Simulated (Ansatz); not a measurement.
# AsH₂+ (singlet): the correlation ladder at angle H2–As1–H3 = 141.8°, cc-pVDZ

How much of the correlation energy of AsH₂+ (singlet) does each wave-function method recover here?

Method: cc-pVDZ, core rule «outside noble gas», up to 14 orbitals frozen; program: Ansatz 0.2.0, Gaussian basis.

The runs, in order: UHF; CCSD(T) on RHF; CCSD(T) on UHF; BCCD(T) on RHF; CISD; CCSDT(Q) on RHF; CCSDT(Q) on UHF; CCSDTQ on RHF; CASSCF and MRCISD+Q, 2 electrons in 2 orbitals; CASSCF and NEVPT2, 2 electrons in 2 orbitals; CASSCF and MRCISD+Q, 6 electrons in 6 orbitals; CASSCF and NEVPT2, 6 electrons in 6 orbitals; Full CI.

11 further runs of the same task are left out: 8 that didn't finish, 3 set aside as unsound or not needed.

## (1) The system

The geometry derives from a PBE0/def2-TZVP stationary point (not a proven minimum). One angle is set to the value named; bond lengths are kept. No spin-orbit coupling is included. The filled d shell of As may be among the frozen orbitals whatever the setting's name suggests; the logs give the count.

3 atoms, charge 1, spin multiplicity 1.

Atoms are counted from 1 here; the program's logs count them from 0.

Bond lengths: As1–H2 1.530 Å, As1–H3 1.530 Å. Angles: H2–As1–H3 141.8°.

Coordinates:

```
atom   x (Å)    y (Å)    z (Å)
 As1  0.0000  -0.0131   0.0000
  H2  0.0000   0.4875  -1.4457
  H3  0.0000   0.4875   1.4457
```

## (2) UHF

Contents of in.yaml:

```yaml
crystal:
  periodic: [false, false, false]
  atoms:
    - {symbol: As, position_ang: [0.000000, -0.013117, 0.000000]}
    - {symbol: H, position_ang: [0.000000, 0.487511, -1.445723]}
    - {symbol: H, position_ang: [0.000000, 0.487508, 1.445724]}
basis:
  gaussian: {orbitals: cc-pVDZ}
total_charge: 1
magnetization: {spin_polarized: true, initial_magnetization: 0}
hamiltonian: {xc: hf}
output: {orbitals: {seedname: orbitals}}
```

Run with:

```sh
$ ansatz run in.yaml --threads 1 --pin off --events-out ev --progress --plain --max-ram 2393MiB
```

After this run come: CCSD(T) on RHF; CCSD(T) on UHF; BCCD(T) on RHF; CISD; CCSDT(Q) on RHF; CCSDT(Q) on UHF; CCSDTQ on RHF; CASSCF and MRCISD+Q, 2 electrons in 2 orbitals; CASSCF and NEVPT2, 2 electrons in 2 orbitals; CASSCF and MRCISD+Q, 6 electrons in 6 orbitals; CASSCF and NEVPT2, 6 electrons in 6 orbitals; Full CI.

Q: Predict the results of all the runs planned. Wanted: FCI below the RHF energy; RMP2 from FCI; RCCSD from FCI; RCCSD(T) from FCI; RCCSDT(Q) from FCI; NEVPT2 pair from FCI; NEVPT2 valence from FCI; MRCISD+Q valence from FCI; T1 diagnostic.

**Answer**, as computed:

| quantity | value |
| --- | --- |
| FCI below the RHF energy | -3.3476 eV |
| RMP2 from FCI | +893.6 meV |
| RCCSD from FCI | +103.6 meV |
| RCCSD(T) from FCI | +28.8 meV |
| RCCSDT(Q) from FCI | +1.3 meV |
| NEVPT2 pair from FCI | +785.4 meV |
| NEVPT2 valence from FCI | +496.5 meV |
| MRCISD+Q valence from FCI | +10.5 meV |
| levels within 1 kcal/mol (43 meV) | RCCSD(T), BCCD(T), RCCSDT, RCCSDT(Q), RCCSDTQ, MRCISD+Q valence |
| T1 diagnostic | 0.015 |
| effectively unpaired electrons | 0.16 |

RCCSD(T) lands +28.8 meV from the yardstick (0.9 % of the correlation energy). One determinant dominates. Of the multireference levels listed MRCISD+Q valence comes nearest in total energy (+10.5 meV), which doesn't show that its space is the better one. These misses are within one basis, not against nature.
